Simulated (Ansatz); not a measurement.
# C2H8ClFN2Zr: up Jacob's ladder to CCSD(T)

An exercise on one series of results from a longer session: the logs are not shown, and one member is left open.

Method: functionals in def2-TZVPP, the program's frozen cores in correlated methods; program: Ansatz 0.2.0, Gaussian basis.

Levels to be run: LDA (SPW92), PBE-D4, revPBE-D4, BLYP-D4, r2SCAN-D4, B97M-V, PBE0-D4, B3LYP-D4, r2SCANh-D4, r2SCAN0-D4, HSE06-D4, BHLYP-D4, CAM-B3LYP-D4, LC-ωPBE, ωB97X-V, ωB97M-V, B2PLYP, PBE-QIDH; CCSD(T)/def2-SVP; CCSD(T)/def2-TZVPP; MP2/def2-QZVPP; extrapolation to the limit; RPA on PBE.

## The geometry

The geometry comes from an earlier relaxation with PBE0-D4 in a triple-zeta def2 set; it is a stationary point, not always the lowest conformer. Zr takes the def2 core potential; no spin-orbit term is included.

SMILES `C[N](C)[Zr]([NH2])([F])[Cl]`, 15 atoms, charge 0, spin multiplicity 1.

Atoms are counted from 1 here; the program's logs count them from 0.

Bond lengths: C1–N2 1.439 Å, C1–H8 1.099 Å, C1–H9 1.091 Å, C1–H10 1.099 Å, N2–C3 1.446 Å, N2–Zr4 2.005 Å, C3–H11 1.098 Å, C3–H12 1.098 Å, C3–H13 1.099 Å, Zr4–N5 2.020 Å, Zr4–F6 1.916 Å, Zr4–Cl7 2.382 Å, N5–H14 1.012 Å, N5–H15 1.012 Å. Angles: N2–C1–H8 111.3°, N2–C1–H9 110.4°, N2–C1–H10 111.3°, H8–C1–H9 108.3°, H8–C1–H10 107.4°, H9–C1–H10 108.0°, C1–N2–C3 113.3°, C1–N2–Zr4 133.8°, C3–N2–Zr4 112.8°, N2–C3–H11 111.6°, N2–C3–H12 111.7°, N2–C3–H13 111.3°, H11–C3–H12 108.4°, H11–C3–H13 106.8°, H12–C3–H13 106.9°, N2–Zr4–N5 107.0°, N2–Zr4–F6 107.6°, N2–Zr4–Cl7 106.5° and more.

Set-up of the first run:

File in.yaml:

```yaml
crystal:
  periodic: [false, false, false]
  atoms:
    - {symbol: C, position_ang: [-1.712851, -0.243307, 0.084326]}
    - {symbol: N, position_ang: [-0.318816, -0.208331, 0.440826]}
    - {symbol: C, position_ang: [-0.053169, -0.723412, 1.766141]}
    - {symbol: Zr, position_ang: [1.344904, 0.372511, -0.516590]}
    - {symbol: N, position_ang: [0.761966, 1.218615, -2.256135]}
    - {symbol: F, position_ang: [2.254847, 1.627893, 0.609392]}
    - {symbol: Cl, position_ang: [2.615291, -1.601037, -0.925319]}
    - {symbol: H, position_ang: [-2.102887, -1.270719, 0.095143]}
    - {symbol: H, position_ang: [-1.859458, 0.167805, -0.915392]}
    - {symbol: H, position_ang: [-2.319519, 0.345349, 0.786810]}
    - {symbol: H, position_ang: [-0.352059, -1.776004, 1.858386]}
    - {symbol: H, position_ang: [-0.577787, -0.145525, 2.538690]}
    - {symbol: H, position_ang: [1.018283, -0.676296, 2.004876]}
    - {symbol: H, position_ang: [0.550719, 0.704886, -3.102250]}
    - {symbol: H, position_ang: [0.750546, 2.207573, -2.468896]}
basis:
  gaussian: {orbitals: def2-TZVPP}
hamiltonian: {xc: lda}
output: {orbitals: {seedname: orbitals}}
```

Steps of the session up to this table: LDA; PBE-D4 (GGA); revPBE-D4 (GGA); BLYP-D4 (GGA); r2SCAN-D4 (meta-GGA); B97M-V (meta-GGA); PBE0-D4 (hybrid); B3LYP-D4 (hybrid); r2SCANh-D4 (hybrid); r2SCAN0-D4 (hybrid); HSE06-D4 (hybrid); BHLYP-D4 (hybrid); CAM-B3LYP-D4 (range-separated); LC-ωPBE (range-separated); ωB97X-V (range-separated); ωB97M-V (range-separated); B2PLYP (double hybrid); PBE-QIDH (double hybrid).

One of the session's tables, all rows but one given; the rest of the session is left out.

It belongs to the step «Frontier levels by functional». 

```
  functional  HOMO (eV)  gap (eV)
 LDA (SPW92)      -5.64      3.78
      PBE-D4      -5.50      3.87
   revPBE-D4      -5.44      3.92
     BLYP-D4      -5.39      3.86
   r2SCAN-D4      -5.73      4.29
      B97M-V      -5.82      4.37
     PBE0-D4      -6.76      6.00
    B3LYP-D4      -6.55      5.55
  r2SCANh-D4      -6.20      5.08
  r2SCAN0-D4      -6.92      6.29
    HSE06-D4      -6.36      5.23
    BHLYP-D4      -7.95      8.16
CAM-B3LYP-D4      -8.10      8.44
     LC-ωPBE      -9.41     10.83
     ωB97X-V          ?         ?
     ωB97M-V      -9.00      9.73
```

Estimate the missing values for ωB97X-V.

The run gave: HOMO (eV): -9.09; gap (eV): 10.34. In the column «HOMO (eV)» it lies between LC-ωPBE (-9.41) and ωB97M-V (-9.00).
